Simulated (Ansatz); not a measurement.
# HfMoC2 under changes of volume

One of the cells (11.421 Å³/atom); the others are scaled copies at fixed shape and fractional positions:

```
Hf Mo C
1.0
     3.19142    0.00000    0.00000
     0.00000    3.19142    0.00000
     0.00000    0.00000    4.48516
Hf Mo C
1 1 2
Direct
  0.00000 0.00000 0.00000
  0.50000 0.50000 0.50000
  0.50000 0.50000 0.00000
  0.00000 0.00000 0.50000
```

The cell comes from a database or a generator and needn't be the stable form of this composition.

- Program: Ansatz 0.2.0
- Functional: PBE
- Potentials or basis: Ansatz PAW
- Cutoff: 420 eV (not typed: the program's choice for these potentials)
- k mesh: 8 × 8 × 6
- Occupations: fermi-dirac, width 0.05 eV
- Spin: no spin polarisation

```csv
volume (Å³/atom),energy over the lowest point (meV/atom),pressure (GPa)
10.735,?,?
10.964,13.00,10.8
11.192,2.18,4.5
11.421,0.00,-1.3
11.649,5.59,-6.4
11.877,18.15,-11.1
12.106,37.02,-15.3
```

What does the run at 10.735 Å³/atom give?

Energy over the lowest point 33.32 meV/atom; pressure 17.9 GPa.

Worked out: A Birch-Murnaghan fit of order 3 (a polynomial in V^(-2/3)) to the other rows has its minimum at 11.37 Å³/atom with B0 = V·E''(V) = 278 GPa and B' = 4.4 at fixed shape and positions, which overstates the stiffness. It gives 33.57 meV/atom at 10.735 Å³/atom, against the run's 33.32, and -dE/dV = 18.1 GPa, against 17.9.

Energies are extrapolated to zero smearing.
